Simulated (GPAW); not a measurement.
Runs of GPAW 26.7.0 on Ta3AsAu2O13. It takes space group R3m (No. 160, trigonal). Conventional cell: a = 10.485 Å, b = 10.485 Å, c = 12.428 Å, α = 90.00°, β = 90.00°, γ = 120.00°. Ta (site symmetry m) is surrounded by 4 O at 1.82 to 1.95 Å. Around As (site symmetry 3m) lie 3 O at 1.76 Å. Au (site symmetry 3m) is surrounded by 3 O at 2.21 Å. Around Au (site symmetry 3m) lie 1 As at 2.39 Å and 1 Au at 2.67 Å. O (site symmetry m) is surrounded by 1 As at 1.76 Å and 1 Ta at 1.93 Å. Around O (site symmetry 1) lie 1 O at 1.44 Å. O (site symmetry m) is surrounded by 1 Ta at 1.82 Å. O (site symmetry 3m) is surrounded by 3 Ta at 2.11 Å. The cell was built by a generator and needn't be a form met in nature.

```csv
level,potentials or basis,eigensolver,gap on the mesh (eV),pressure (GPa),largest force (eV/Å)
BLYP,"PAW data sets generated in the run's folder for this functional, pw",davidson,1.13,2.3,0.52
r2SCAN,"GPAW PAW data sets (gpaw-data 1.2.1), pw",-,(a),-2.4,0.50
RPBE,"the program's PAW data sets (release 1.2.1) made for this functional, pw",-,(b),3.3,0.34
LDA,"the program's PAW data sets (release 1.2.1) made for this functional, pw",-,1.01,-5.8,0.73
```

Alike in all rows: task band structure; no spin polarisation; cell as given; k mesh 3 × 3 × 3; cutoff (eV) 800; smearing fermi-dirac 0.05 eV.

Question: Fill in the values left out.

Answer: (a) 1.46; (b) 1.15.

Caveats: with this Au data set, volumes or pressures lay over 1.5 % or 2 GPa off other programs in two to four cells of ten; spin-orbit coupling is left out, which moves the levels of the heavy elements; the PAW data sets were made with another functional, which shifts forces and pressure a little (some runs).

A k mesh can miss the band edges, and the runs leave out spin-orbit coupling on As, Au, Ta.

Runs at the PBE level aren't shown here.
